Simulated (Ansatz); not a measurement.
# BaHfO₃, space group P4mm: Wannier functions of the valence bands

With Ansatz 0.2.0 through its Python package.

Notebook, run cell by cell (the value of a cell's last expression is shown):

```python
from pathlib import Path

import ansatz as az
from ase import Atoms
import tomllib
```

```python
atoms = Atoms(
    ['Ba', 'Hf', 'O', 'O', 'O'],
    scaled_positions=[
        (0.5, 0.5, 0.99642496),
        (0.0, 0.0, 0.49787533),
        (0.0, 0.5, 0.49889014),
        (0.5, 0.0, 0.49889014),
        (0.0, 0.0, 0.99794122),
    ],
    cell=[
        (4.1695668, 0.0, 0.0),
        (0.0, 4.1695668, 0.0),
        (0.0, 0.0, 4.17037663),
    ],
    pbc=True,
)
cell = az.Crystal.from_ase(atoms)
```

```python
len(cell.resolved().sites)
```

    5

```python
model = (
    cell.calculation()
    .functional(az.Functional.R2SCAN, dispersion='d3bjatm')
    .basis(34 * az.Ry, density_ratio=8)
    .kpoints(3, 3, 3, center='gamma')
    .occupations('fixed')
    .wannier(mesh=(3, 3, 3), projections=[az.TrialShell('O', 'p')], minimise=True)
)
done = model.run(threads=1, runs_dir='w90')
spreads = tomllib.loads(Path(done.output_folder, 'results', 'wannier.spreads.toml').read_text())
print('converged:', spreads['converged'], 'in', spreads['n_iter'], 'steps; least projectability', round(spreads['least_projectability'], 3))
print('invariant, diagonal, off-diagonal spread (A^2):', *(round(spreads[k], 4) for k in ('omega_i_ang2', 'omega_d_ang2', 'omega_od_ang2')))
for function in spreads['wannier']:
    print('centre', [round(v, 3) for v in function['r']], 'spread', round(function['spread'], 4))
```

    DeckWarning: basis.ecutwfc = 462.593566181796 eV is below the records' recommended 500 eV, and the density's cutoff is lower with it unless basis.ecutrho_ratio is high enough to keep the records' density cutoff: compare with a run at a higher cutoff
    converged: True in 7 steps; least projectability 0.879
    invariant, diagonal, off-diagonal spread (A^2): 10.9615 0.0 0.0643
    centre [2.085, -0.0, 2.08] spread 1.0927
    centre [-0.0, 2.085, 2.08] spread 1.0927
    centre [0.0, -0.0, 4.162] spread 1.0928
    centre [2.085, -0.0, 2.082] spread 1.2912
    centre [-0.0, 2.085, 2.082] spread 1.2912
    centre [-0.0, 2.085, 2.081] spread 1.2913
    centre [2.085, 0.0, 2.081] spread 1.2913
    centre [0.0, -0.0, 4.162] spread 1.2913
    centre [0.0, 0.0, 4.162] spread 1.2913

Reading the output:
- The settings weren't tested for convergence.
- The cutoff lies under the one recommended for these potentials.
- The run is spin-unpolarised.
- The k-point mesh is coarse, and energy and stress weren't tested for convergence.
- Within a few hundredths of an angstrom the cell has the higher group Pm-3m; the lower one is a small distortion.
- Spin-orbit coupling, which matters for elements this heavy, is left out.
- The structure comes from a database of computed cells and needn't be a stable or known phase.
- Warnings are shown shortened and without file and line.
- Processor time in the engine: 17 s on 1 thread of Intel(R) Xeon(R) Processor @ 2.50GHz (Skylake/Cascade Lake), with other jobs on the host, peak memory 0.69 GiB.

(Lines on the test bed's own set-up are left out of the output.)
